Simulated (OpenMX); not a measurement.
Crystal: HfIn4SiO6.

```xyz
12
Lattice="3.2302 -5.5777 -0.0247 3.2302 5.5777 -0.0247 -1.4907 0.0000 6.3203" Properties=species:S:1:pos:R:3 pbc="T T T"
Hf    0.6440    0.0000    0.0526
In    4.1040   -1.7301    0.0202
In    4.1040    1.7301    0.0202
In    1.7482   -1.8121    3.0400
In    1.7482    1.8121    3.0400
Si    4.8557    0.0000    2.7718
O     4.0293   -1.3765    2.3731
O     4.0293    1.3765    2.3731
O    -0.2525    0.0000    1.8631
O     5.2892    0.0000    4.3477
O     1.7422   -1.5806    0.4557
O     1.7422    1.5806    0.4557
```

The cell was built by a generator and needn't be a form met in nature.

Base run:

```yaml
Program: OpenMX 3.8.5
Functional: PBE
Potentials_or_basis: OpenMX 2013 PBE set, Hf7.0-s3p2d2, In7.0-s3p2d1, Si7.0-s2p1d1, O6.0-s2p2, grid cutoff 500 Ry
k_mesh: 5 × 5 × 5
Occupations: fermi-dirac, width 0.05 eV
Spin: no spin polarisation
```

Its results: band gap on the k mesh 0.61 eV, indirect (least direct gap 0.90 eV); pressure 1.6 GPa; largest force 0.839 eV/Å.

The run is repeated on the same cell with these changes: functional from PBE to LDA; potentials or basis from OpenMX 2013 PBE set, Hf7.0-s3p2d2, In7.0-s3p2d1, Si7.0-s2p1d1, O6.0-s2p2, grid cutoff 500 Ry to OpenMX 2013 LDA set, Hf7.0-s3p2d2f1, In7.0-s3p2d2, Si7.0-s2p2d1, O6.0-s2p2d1, grid cutoff 500 Ry. What comes out?

Band gap on the k mesh 0.61 eV, indirect (least direct gap 0.89 eV); pressure -5.1 GPa; largest force 0.794 eV/Å.

Caveats: spin-orbit coupling is left out, which moves the levels of the heavy elements; the mesh misses the band edges, which the band path finds closer together; the basis of atomic orbitals isn't converged, which shifts pressures, moduli and gaps.
